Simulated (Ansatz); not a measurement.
# C3H4F4O: up Jacob's ladder to CCSD(T)

One table from this session's results is given with a row withheld; the runs are named, their logs left out.

Program: Ansatz 0.2.0, Gaussian basis. Level of theory: functionals in def2-TZVPP, the program's frozen cores in correlated methods. These are calculated values, not measurements.

Levels to be run: LDA (SPW92), PBE-D4, revPBE-D4, BLYP-D4, r2SCAN-D4, B97M-V, PBE0-D4, B3LYP-D4, r2SCANh-D4, r2SCAN0-D4, HSE06-D4, BHLYP-D4, CAM-B3LYP-D4, LC-ωPBE, ωB97X-V, ωB97M-V, B2PLYP, PBE-QIDH; CCSD(T)/def2-SVP; MP2/def2-TZVPP; MP2/def2-QZVPP; RPA on PBE.

### The geometry

An earlier PBE0-D4 in a triple-zeta def2 set relaxation fixed the geometry.

12 atoms, charge 0, spin multiplicity 1.

Atoms are counted from 1 here; the program's logs count them from 0.

Bond lengths: F1–C2 1.371 Å, C2–O3 1.385 Å, C2–H9 1.089 Å, C2–H10 1.094 Å, O3–C4 1.371 Å, C4–F5 1.376 Å, C4–C6 1.522 Å, C4–H11 1.096 Å, C6–F7 1.350 Å, C6–F8 1.344 Å, C6–H12 1.095 Å. Angles: F1–C2–O3 110.4°, F1–C2–H9 108.7°, F1–C2–H10 107.5°, O3–C2–H9 106.5°, O3–C2–H10 111.7°, H9–C2–H10 112.0°, C2–O3–C4 115.0°, O3–C4–F5 110.6°, O3–C4–C6 109.1°, O3–C4–H11 112.2°, F5–C4–C6 107.7°, F5–C4–H11 107.4°, C6–C4–H11 109.8°, C4–C6–F7 109.0°, C4–C6–F8 110.7°, C4–C6–H12 110.6°, F7–C6–F8 108.6°, F7–C6–H12 109.1° and more.

The first run:

File in.yaml:

```yaml
crystal:
  periodic: [false, false, false]
  atoms:
    - {symbol: F, position_ang: [-1.028700, -2.202186, 0.447916]}
    - {symbol: C, position_ang: [-0.766351, -1.141158, 1.276263]}
    - {symbol: O, position_ang: [0.223426, -0.339066, 0.733540]}
    - {symbol: C, position_ang: [-0.154629, 0.382314, -0.369686]}
    - {symbol: F, position_ang: [-0.956148, 1.438897, -0.004376]}
    - {symbol: C, position_ang: [1.086605, 0.953715, -1.039562]}
    - {symbol: F, position_ang: [1.793872, -0.056160, -1.588998]}
    - {symbol: F, position_ang: [1.864720, 1.581878, -0.141050]}
    - {symbol: H, position_ang: [-0.374563, -1.522721, 2.218534]}
    - {symbol: H, position_ang: [-1.702097, -0.591273, 1.413687]}
    - {symbol: H, position_ang: [-0.718121, -0.223865, -1.087605]}
    - {symbol: H, position_ang: [0.808886, 1.664427, -1.824664]}
basis:
  gaussian: {orbitals: def2-TZVPP}
hamiltonian: {xc: lda}
output: {orbitals: {seedname: orbitals}}
```

Command:

```sh
$ ansatz run in.yaml --threads 4 --pin off --events-out ev --progress --plain --max-ram 11315MiB
```

Steps of the session up to this table: LDA; PBE-D4 (GGA); revPBE-D4 (GGA); BLYP-D4 (GGA); r2SCAN-D4 (meta-GGA); B97M-V (meta-GGA); B3LYP-D4 (hybrid); r2SCANh-D4 (hybrid); r2SCAN0-D4 (hybrid); HSE06-D4 (hybrid); BHLYP-D4 (hybrid); CAM-B3LYP-D4 (range-separated); LC-ωPBE (range-separated); ωB97X-V (range-separated); ωB97M-V (range-separated); B2PLYP (double hybrid); PBE-QIDH (double hybrid).

One of the session's tables, all rows but one given; the rest of the session is left out.

It belongs to the step «Frontier levels by functional». 

| functional | HOMO (eV) | LUMO (eV) | gap (eV) |
| --- | --- | --- | --- |
| LDA (SPW92) | -8.11 | -0.17 | 7.94 |
| PBE-D4 | -7.94 | 0.17 | 8.11 |
| revPBE-D4 | -7.87 | 0.31 | 8.18 |
| BLYP-D4 | -7.92 | 0.21 | 8.13 |
| r2SCAN-D4 | -8.33 | 0.68 | 9.02 |
| B97M-V | -8.51 | 0.50 | 9.01 |
| PBE0-D4 | -9.70 | 1.21 | 10.90 |
| B3LYP-D4 | -9.48 | 0.85 | 10.34 |
| r2SCANh-D4 | -8.99 | 1.05 | 10.04 |
| r2SCAN0-D4 | -9.96 | 1.57 | 11.54 |
| HSE06-D4 | -9.28 | 0.83 | 10.11 |
| BHLYP-D4 | -11.44 | 1.98 | 13.42 |
| CAM-B3LYP-D4 | -11.25 | 2.08 | 13.32 |
| LC-ωPBE | ? | ? | ? |
| ωB97X-V | -12.21 | 3.28 | 15.49 |
| ωB97M-V | -12.12 | 2.88 | 15.00 |

Q: Estimate the row for LC-ωPBE from the others.

As computed: HOMO (eV): -12.52; LUMO (eV): 3.46; gap (eV): 15.97. In the column «HOMO (eV)» it is the lowest.
